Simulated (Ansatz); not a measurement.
# ClGeH7Si2: how energies converge with the basis set

Aim: see how fast density functionals converge with the basis set for ClGeH7Si2.

Program: Ansatz 0.2.0, Gaussian basis. Level of theory: one geometry, several basis sets. These are calculated values, not measurements.

The runs, in order: PBE0-D4/def2-SVP; ωB97M-V/def2-SVP; PBE0-D4/def2-QZVPP; ωB97M-V/def2-QZVPP; the functionals' def2-TZVPP values are taken from earlier runs.

## 1. The geometry

The geometry comes from an earlier relaxation with PBE0-D4 in a triple-zeta def2 set; it is a stationary point, not always the lowest conformer.

SMILES `[SiH3][GeH]([SiH3])[Cl]`, 11 atoms, charge 0, spin multiplicity 1.

Atoms are counted from 1 here; the program's logs count them from 0.

Bond lengths: Si1–Ge2 2.383 Å, Si1–H5 1.485 Å, Si1–H6 1.488 Å, Si1–H7 1.485 Å, Ge2–Si3 2.383 Å, Ge2–Cl4 2.181 Å, Ge2–H8 1.541 Å, Si3–H9 1.485 Å, Si3–H10 1.485 Å, Si3–H11 1.488 Å. Angles: Ge2–Si1–H5 109.8°, Ge2–Si1–H6 109.3°, Ge2–Si1–H7 108.7°, H5–Si1–H6 109.7°, H5–Si1–H7 110.0°, H6–Si1–H7 109.4°, Si1–Ge2–Si3 115.6°, Si1–Ge2–Cl4 105.6°, Si1–Ge2–H8 111.9°, Si3–Ge2–Cl4 105.6°, Si3–Ge2–H8 111.9°, Cl4–Ge2–H8 105.3°, Ge2–Si3–H9 108.7°, Ge2–Si3–H10 109.8°, Ge2–Si3–H11 109.3°, H9–Si3–H10 110.0°, H9–Si3–H11 109.4°, H10–Si3–H11 109.7°.

## 2. PBE0-D4 in def2-SVP

File in.yaml:

```yaml
crystal:
  periodic: [false, false, false]
  atoms:
    - {symbol: Si, position_ang: [-1.005812, 1.510802, -0.951123]}
    - {symbol: Ge, position_ang: [-0.629981, -0.598306, 0.092618]}
    - {symbol: Si, position_ang: [1.530526, -0.902205, 1.051233]}
    - {symbol: Cl, position_ang: [-0.775225, -2.076134, -1.504612]}
    - {symbol: H, position_ang: [-2.338066, 1.517256, -1.606074]}
    - {symbol: H, position_ang: [-0.948568, 2.584284, 0.077073]}
    - {symbol: H, position_ang: [0.057975, 1.738538, -1.961452]}
    - {symbol: H, position_ang: [-1.754695, -0.958682, 1.083212]}
    - {symbol: H, position_ang: [2.555272, -0.635676, 0.010490]}
    - {symbol: H, position_ang: [1.666486, -2.292555, 1.553567]}
    - {symbol: H, position_ang: [1.707584, 0.055578, 2.175567]}
basis:
  gaussian: {orbitals: def2-SVP}
hamiltonian: {xc: pbe0, dispersion: d4}
output: {orbitals: {seedname: orbitals}}
```

The run is started by

```
$ ansatz run in.yaml --threads 4 --pin off --events-out ev --progress --plain --max-ram 10444MiB
```

Further steps of the session: ωB97M-V in def2-SVP; PBE0-D4 in def2-QZVPP; ωB97M-V in def2-QZVPP.

Q: Predict the results of all the runs planned. Wanted: PBE0-D4: double and triple zeta above quadruple; ωB97M-V: double and triple zeta above quadruple.

The runs gave:

```
                                       quantity           value
PBE0-D4: double and triple zeta above quadruple  19.17, 2.12 eV
ωB97M-V: double and triple zeta above quadruple  19.12, 2.04 eV
```

What this shows: PBE0-D4 gains 17.05 eV from double to triple zeta, then 2.12 eV more. Total energies overstate the basis error of differences, where much of it tends to cancel.
